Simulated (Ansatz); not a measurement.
# Alloy of ZnSe and BeSe (12 of 64 Zn sites exchanged), 128 atoms

Aim: relax the alloy cell and compare the gap by PBEsol, HSE06 and r²SCAN.

Program: Ansatz 0.2.0, PAW, plane waves. These are calculated values, not measurements.

**1. The starting cell**

128 atoms (52 Zn, 12 Be, 64 Se); a = 15.662 Å, b = 15.662 Å, c = 15.662 Å, α = 60.00°, β = 60.00°, γ = 60.00°. All atoms were shaken off their sites by about 0.02 Å along each axis.

The runs, in order: (2) PBEsol cell relaxation at the single k point (½, ½, ½), on 1 × NVIDIA GB200 with 8 threads of Arm Neoverse-V2; (3) HSE06 single point at the Γ point alone, on 1 × NVIDIA GB200 with 8 threads of Arm Neoverse-V2; (4) r²SCAN single point at the Γ point alone, on 1 × NVIDIA GB200 with 8 threads of Arm Neoverse-V2.

**2. PBEsol relaxation of the cell and the positions**

Input file in.yaml:

```yaml
crystal:
  lattice:
    - [0.000000, 11.075016, 11.075016]
    - [11.075016, 0.000000, 11.075016]
    - [11.075016, 11.075016, 0.000000]
  atoms:
    - { symbol: Zn, position: [0.997503, 0.000287, 0.999077] }
    - { symbol: Zn, position: [0.500970, 0.997361, 0.001496] }
    - { symbol: Zn, position: [0.249456, 0.249191, 0.248032] }
    - { symbol: Zn, position: [0.499486, 0.499901, 0.000819] }
    - { symbol: Zn, position: [0.748503, 0.249960, 0.248800] }
    - { symbol: Zn, position: [0.998991, 0.500831, 0.501138] }
    - { symbol: Zn, position: [0.247613, 0.749165, 0.251109] }
    - { symbol: Zn, position: [0.249384, 0.250755, 0.750061] }
    - { symbol: Zn, position: [0.500456, 0.501552, 0.499870] }
    - { symbol: Zn, position: [0.748885, 0.751044, 0.249268] }
    - { symbol: Zn, position: [0.250340, 0.749767, 0.750103] }
    - { symbol: Zn, position: [0.751625, 0.745788, 0.751475] }
    - { symbol: Zn, position: [0.248603, 0.246928, 0.004202] }
    - { symbol: Zn, position: [0.499491, 0.003069, 0.246278] }
    - { symbol: Zn, position: [0.750554, 0.249657, 0.999567] }
    - { symbol: Zn, position: [0.001119, 0.498826, 0.248211] }
    - { symbol: Zn, position: [0.251113, 0.750161, 0.999201] }
    - { symbol: Zn, position: [0.996207, 0.001878, 0.752587] }
    - { symbol: Zn, position: [0.500744, 0.499304, 0.250209] }
    - { symbol: Zn, position: [0.750355, 0.747960, 0.000024] }
    - { symbol: Zn, position: [0.500538, 0.001174, 0.750612] }
    - { symbol: Zn, position: [0.749979, 0.249080, 0.502260] }
    - { symbol: Zn, position: [0.001086, 0.499265, 0.750779] }
    - { symbol: Zn, position: [0.249741, 0.749511, 0.500342] }
    - { symbol: Zn, position: [0.748888, 0.751684, 0.501723] }
    - { symbol: Zn, position: [0.000218, 0.248746, 0.999853] }
    - { symbol: Zn, position: [0.247865, 0.999438, 0.253221] }
    - { symbol: Zn, position: [0.498282, 0.252736, 0.996713] }
    - { symbol: Zn, position: [0.748529, 0.003010, 0.246846] }
    - { symbol: Zn, position: [0.999759, 0.751602, 0.996057] }
    - { symbol: Zn, position: [0.001070, 0.248866, 0.500908] }
    - { symbol: Zn, position: [0.253223, 0.497812, 0.249572] }
    - { symbol: Zn, position: [0.500344, 0.748533, 0.001445] }
    - { symbol: Zn, position: [0.501754, 0.250561, 0.497089] }
    - { symbol: Zn, position: [0.751169, 0.996894, 0.751255] }
    - { symbol: Zn, position: [0.998975, 0.748694, 0.501367] }
    - { symbol: Zn, position: [0.252014, 0.500843, 0.749530] }
    - { symbol: Zn, position: [0.502086, 0.748246, 0.499533] }
    - { symbol: Zn, position: [0.746926, 0.501227, 0.749597] }
    - { symbol: Zn, position: [0.250729, 0.000477, 0.999870] }
    - { symbol: Zn, position: [0.748097, 0.000866, 0.003281] }
    - { symbol: Zn, position: [0.999281, 0.249894, 0.251554] }
    - { symbol: Zn, position: [0.249518, 0.500472, 0.000193] }
    - { symbol: Zn, position: [0.250632, 0.001521, 0.499430] }
    - { symbol: Zn, position: [0.501976, 0.250656, 0.246867] }
    - { symbol: Zn, position: [0.751503, 0.499282, 0.996939] }
    - { symbol: Zn, position: [0.749337, 0.999125, 0.501203] }
    - { symbol: Zn, position: [0.997258, 0.751846, 0.249042] }
    - { symbol: Zn, position: [0.498873, 0.751119, 0.251977] }
    - { symbol: Zn, position: [0.500302, 0.249586, 0.749962] }
    - { symbol: Zn, position: [0.749616, 0.500630, 0.501441] }
    - { symbol: Zn, position: [0.000512, 0.750643, 0.750777] }
    - { symbol: Be, position: [0.000507, 0.498970, 0.001688] }
    - { symbol: Be, position: [0.001216, 0.001377, 0.498866] }
    - { symbol: Be, position: [0.500681, 0.999469, 0.498332] }
    - { symbol: Be, position: [0.752811, 0.248866, 0.750033] }
    - { symbol: Be, position: [0.997558, 0.001973, 0.250284] }
    - { symbol: Be, position: [0.250593, 0.247638, 0.500334] }
    - { symbol: Be, position: [0.499051, 0.500218, 0.751397] }
    - { symbol: Be, position: [0.252708, 0.999164, 0.747935] }
    - { symbol: Be, position: [0.752594, 0.497703, 0.252184] }
    - { symbol: Be, position: [0.002502, 0.249856, 0.747280] }
    - { symbol: Be, position: [0.252353, 0.499703, 0.497946] }
    - { symbol: Be, position: [0.501498, 0.748548, 0.748822] }
    - { symbol: Se, position: [0.062405, 0.062997, 0.061440] }
    - { symbol: Se, position: [0.564886, 0.061041, 0.060402] }
    - { symbol: Se, position: [0.061571, 0.563028, 0.060848] }
    - { symbol: Se, position: [0.061703, 0.061934, 0.564286] }
    - { symbol: Se, position: [0.313988, 0.313699, 0.312277] }
    - { symbol: Se, position: [0.561905, 0.563228, 0.064267] }
    - { symbol: Se, position: [0.561542, 0.063236, 0.562204] }
    - { symbol: Se, position: [0.812984, 0.312203, 0.313495] }
    - { symbol: Se, position: [0.062723, 0.560940, 0.564267] }
    - { symbol: Se, position: [0.313109, 0.811524, 0.314879] }
    - { symbol: Se, position: [0.314599, 0.313081, 0.811098] }
    - { symbol: Se, position: [0.565964, 0.560879, 0.561137] }
    - { symbol: Se, position: [0.813947, 0.811770, 0.312103] }
    - { symbol: Se, position: [0.813796, 0.312813, 0.814729] }
    - { symbol: Se, position: [0.313255, 0.812225, 0.812328] }
    - { symbol: Se, position: [0.812145, 0.809805, 0.813249] }
    - { symbol: Se, position: [0.063091, 0.064842, 0.312357] }
    - { symbol: Se, position: [0.309964, 0.313723, 0.063165] }
    - { symbol: Se, position: [0.561400, 0.065087, 0.312516] }
    - { symbol: Se, position: [0.813330, 0.313098, 0.064121] }
    - { symbol: Se, position: [0.063534, 0.561151, 0.311692] }
    - { symbol: Se, position: [0.310152, 0.814683, 0.061296] }
    - { symbol: Se, position: [0.062905, 0.063262, 0.814597] }
    - { symbol: Se, position: [0.311016, 0.312403, 0.562251] }
    - { symbol: Se, position: [0.564443, 0.562918, 0.312498] }
    - { symbol: Se, position: [0.811684, 0.814653, 0.062514] }
    - { symbol: Se, position: [0.562509, 0.062117, 0.814610] }
    - { symbol: Se, position: [0.811215, 0.310941, 0.564482] }
    - { symbol: Se, position: [0.063226, 0.561666, 0.814258] }
    - { symbol: Se, position: [0.311212, 0.812232, 0.562656] }
    - { symbol: Se, position: [0.562663, 0.562990, 0.815677] }
    - { symbol: Se, position: [0.815356, 0.812435, 0.563500] }
    - { symbol: Se, position: [0.065447, 0.314056, 0.061456] }
    - { symbol: Se, position: [0.310687, 0.066600, 0.311550] }
    - { symbol: Se, position: [0.563053, 0.314417, 0.062094] }
    - { symbol: Se, position: [0.812792, 0.062088, 0.311717] }
    - { symbol: Se, position: [0.061406, 0.811711, 0.064739] }
    - { symbol: Se, position: [0.063927, 0.310618, 0.562977] }
    - { symbol: Se, position: [0.313697, 0.564301, 0.313473] }
    - { symbol: Se, position: [0.563245, 0.811399, 0.063086] }
    - { symbol: Se, position: [0.313056, 0.062473, 0.809346] }
    - { symbol: Se, position: [0.562901, 0.309348, 0.563470] }
    - { symbol: Se, position: [0.817845, 0.558080, 0.312603] }
    - { symbol: Se, position: [0.813212, 0.061876, 0.812432] }
    - { symbol: Se, position: [0.063417, 0.816067, 0.559284] }
    - { symbol: Se, position: [0.311698, 0.565671, 0.813477] }
    - { symbol: Se, position: [0.560319, 0.813491, 0.560896] }
    - { symbol: Se, position: [0.813353, 0.561065, 0.811584] }
    - { symbol: Se, position: [0.310888, 0.062557, 0.062973] }
    - { symbol: Se, position: [0.811116, 0.062618, 0.062048] }
    - { symbol: Se, position: [0.062424, 0.314205, 0.311247] }
    - { symbol: Se, position: [0.312364, 0.562524, 0.063348] }
    - { symbol: Se, position: [0.314199, 0.061967, 0.562934] }
    - { symbol: Se, position: [0.563781, 0.313776, 0.312116] }
    - { symbol: Se, position: [0.813830, 0.560218, 0.062382] }
    - { symbol: Se, position: [0.810929, 0.062285, 0.564492] }
    - { symbol: Se, position: [0.060819, 0.809922, 0.315303] }
    - { symbol: Se, position: [0.062560, 0.312448, 0.811505] }
    - { symbol: Se, position: [0.312808, 0.563754, 0.563828] }
    - { symbol: Se, position: [0.561123, 0.812189, 0.312575] }
    - { symbol: Se, position: [0.562533, 0.313013, 0.810885] }
    - { symbol: Se, position: [0.813430, 0.563299, 0.564298] }
    - { symbol: Se, position: [0.062602, 0.813067, 0.812086] }
    - { symbol: Se, position: [0.561307, 0.813947, 0.812884] }
kpoints:
  mp_grid: { grid: [1, 1, 1], shift: [0.5, 0.5, 0.5] }
hamiltonian:
  xc: pbesol
scf:
  occupations: { method: fermi_dirac, width: 0.01 }
relax:
  f_tol: 0.03
  max_steps: 80
  escape_saddle: false
  adjacent_minimum: "off"
  cell: { fix: [shape] }
output:
  forces: true
  eigenvalues: true
  populations: true
```

On the command line:

```
ansatz run in.yaml --threads 8 --pin off --max-ram 118750MiB --runs-dir r --events-out ev --progress --plain --backend cuda --devices 0, --max-vram 170GiB
```

The runs that follow: HSE06 single point; r²SCAN single point.

Before running it: what results should come out? Wanted: for each run, top filled to lowest empty.

**Answer**, as computed:

```
             level         time   k points  top filled to lowest empty (eV)
PBEsol, relaxation  8.1 s (GPU)  (½, ½, ½)                             2.67
             HSE06  3 min (GPU)          Γ                             2.90
            r²SCAN   12 s (GPU)          Γ                             2.34
```

| quantity | value |
| --- | --- |
| relaxation | 5 recorded steps, 4.86 eV gained |
| largest shift | 0.25 Å (Se95) |
| relaxed cell | a = 15.663 Å, b = 15.663 Å, c = 15.663 Å, α = 60.00°, β = 60.00°, γ = 60.00° |
| mean bonds | Be–Se 2.261, Se–Zn 2.432 Å |

Relaxation gains 4.86 eV, with shifts up to 0.25 Å (Se95), while the volume changes by +0.0 %. The mean lengths of the listed bonds run from Be–Se 2.26 Å to Se–Zn 2.43 Å. At the same k points, r²SCAN gives a spacing 0.56 eV smaller than the 2.90 eV of HSE06. Rows on different k points differ by sampling as well as by level. The HSE06 single point took about 16 times as long as the r²SCAN one on the same kind of device. No spin–orbit coupling is included; with elements this heavy it would shift the edges. With one k point the spacing samples only the states that fold onto it, so it can exceed the gap over the zone.
